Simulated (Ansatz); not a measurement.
# VCu3S4: the cost of one run

Computed with Ansatz 0.2.0 (DFT LDA+U (U_eff = 5 eV on Cu d, V d), plane waves, PAW, unless a step's input says otherwise).

### Step 1. The starting structure

It takes space group P-43m (No. 215, cubic). The conventional cell has a = 5.379 Å, b = 5.379 Å, c = 5.379 Å, α = 90.00°, β = 90.00°, γ = 90.00°. Around V (site symmetry -43m) lie 4 S at 2.19 Å. Cu (site symmetry -42m) is surrounded by 4 S at 2.29 Å. S (site symmetry 3m) has 1 V at 2.19 Å and 3 Cu at 2.29 Å as nearest neighbours.

As a file:

```
CELL_PARAMETERS angstrom
5.37900 0.00000 0.00000
0.00000 5.37900 0.00000
0.00000 0.00000 5.37900
ATOMIC_POSITIONS crystal
V 0.00000 0.00000 0.00000
Cu 0.50000 0.00000 0.00000
Cu 0.00000 0.50000 0.00000
Cu 0.00000 0.00000 0.50000
S 0.23500 0.23500 0.23500
S 0.23500 0.76500 0.76500
S 0.76500 0.76500 0.23500
S 0.76500 0.23500 0.76500
```

Magnetic order typed: opposed in the cell.

An earlier series on this cell reached its lowest free state from «natural orbitals of the symmetric run, filled by rank», perhaps among other starts (it ended without moments).

### Step 2. Random orbitals: single harmonics, second filling

File input.yaml:

```yaml
crystal:
  lattice:
    - [5.37900052, 0.0, 0.0]
    - [0.0, 5.37900052, 0.0]
    - [0.0, 0.0, 5.37900052]
  atoms:
    - { symbol: V, position: [0.0, 0.0, 0.0], spin: 1.0 }
    - { symbol: Cu, position: [0.5, 0.0, 0.0], spin: -1.0 }
    - { symbol: Cu, position: [0.0, 0.5, 0.0], spin: 1.0 }
    - { symbol: Cu, position: [0.0, 0.0, 0.5], spin: -1.0 }
    - { symbol: S, position: [0.235, 0.235, 0.235] }
    - { symbol: S, position: [0.235, 0.765, 0.765] }
    - { symbol: S, position: [0.765, 0.765, 0.235] }
    - { symbol: S, position: [0.765, 0.235, 0.765] }
basis:
  ecutwfc: 420
  ecutrho_ratio: 4
kpoints:
  mp_grid: { grid: [4, 4, 4] }
hamiltonian:
  xc: lda
  hubbard:
    sites:
      - { site: 0, l: d, u_eff: 5.0, starting_ns: [{ spin: up, occupation_matrix: s0up }, { spin: down, occupation_matrix: s0down }] }
      - { site: 1, l: d, u_eff: 5.0, starting_ns: [{ spin: up, occupation_matrix: s1up }, { spin: down, occupation_matrix: s1down }] }
      - { site: 2, l: d, u_eff: 5.0, starting_ns: [{ spin: up, occupation_matrix: s2up }, { spin: down, occupation_matrix: s2down }] }
      - { site: 3, l: d, u_eff: 5.0, starting_ns: [{ spin: up, occupation_matrix: s3up }, { spin: down, occupation_matrix: s3down }] }
    occupation_matrices:
      s0up:
        matrix:
          - [0.02, 0.0, 0.0, 0.0, 0.0]
          - [0.0, 0.97, 0.0, 0.0, 0.0]
          - [0.0, 0.0, 0.02, 0.0, 0.0]
          - [0.0, 0.0, 0.0, 0.97, 0.0]
          - [0.0, 0.0, 0.0, 0.0, 0.02]
      s0down:
        matrix:
          - [0.97, 0.0, 0.0, 0.0, 0.0]
          - [0.0, 0.02, 0.0, 0.0, 0.0]
          - [0.0, 0.0, 0.02, 0.0, 0.0]
          - [0.0, 0.0, 0.0, 0.02, 0.0]
          - [0.0, 0.0, 0.0, 0.0, 0.02]
      s1up:
        matrix:
          - [0.97, 0.0, 0.0, 0.0, 0.0]
          - [0.0, 0.97, 0.0, 0.0, 0.0]
          - [0.0, 0.0, 0.97, 0.0, 0.0]
          - [0.0, 0.0, 0.0, 0.02, 0.0]
          - [0.0, 0.0, 0.0, 0.0, 0.97]
      s1down:
        matrix:
          - [0.97, 0.0, 0.0, 0.0, 0.0]
          - [0.0, 0.97, 0.0, 0.0, 0.0]
          - [0.0, 0.0, 0.97, 0.0, 0.0]
          - [0.0, 0.0, 0.0, 0.97, 0.0]
          - [0.0, 0.0, 0.0, 0.0, 0.97]
      s2up:
        matrix:
          - [0.97, 0.0, 0.0, 0.0, 0.0]
          - [0.0, 0.97, 0.0, 0.0, 0.0]
          - [0.0, 0.0, 0.97, 0.0, 0.0]
          - [0.0, 0.0, 0.0, 0.97, 0.0]
          - [0.0, 0.0, 0.0, 0.0, 0.97]
      s2down:
        matrix:
          - [0.02, 0.0, 0.0, 0.0, 0.0]
          - [0.0, 0.97, 0.0, 0.0, 0.0]
          - [0.0, 0.0, 0.97, 0.0, 0.0]
          - [0.0, 0.0, 0.0, 0.97, 0.0]
          - [0.0, 0.0, 0.0, 0.0, 0.97]
      s3up:
        matrix:
          - [0.97, 0.0, 0.0, 0.0, 0.0]
          - [0.0, 0.97, 0.0, 0.0, 0.0]
          - [0.0, 0.0, 0.97, 0.0, 0.0]
          - [0.0, 0.0, 0.0, 0.02, 0.0]
          - [0.0, 0.0, 0.0, 0.0, 0.97]
      s3down:
        matrix:
          - [0.97, 0.0, 0.0, 0.0, 0.0]
          - [0.0, 0.97, 0.0, 0.0, 0.0]
          - [0.0, 0.0, 0.97, 0.0, 0.0]
          - [0.0, 0.0, 0.0, 0.97, 0.0]
          - [0.0, 0.0, 0.0, 0.0, 0.97]
    ns_hold: until_converged
scf:
  occupations: { method: gaussian, width: 0.05 }
  lower_state_search: "off"
  max_iter: 150
output:
  forces: true
  stress: true
  eigenvalues: true
  populations: true
  hubbard:
    sites:
      - { site: 0, l: d }
      - { site: 1, l: d }
      - { site: 2, l: d }
      - { site: 3, l: d }
magnetization:
  spin_polarized: true
```

The typed matrices put 0.97 on the chosen orbitals and 0.02 on the others, and are held until the SCF converges, then released.

Command:

```bash
$ ansatz run input.yaml --threads 4 --pin off --max-ram 6144MiB --backend cpu --events-out ev --progress --plain --runs-dir out
```

**Question.** How long does this run take on 4 threads of Arm Neoverse V2, shared host, and how much memory does it need?

About 75 s, with a peak of 0.77 GiB.
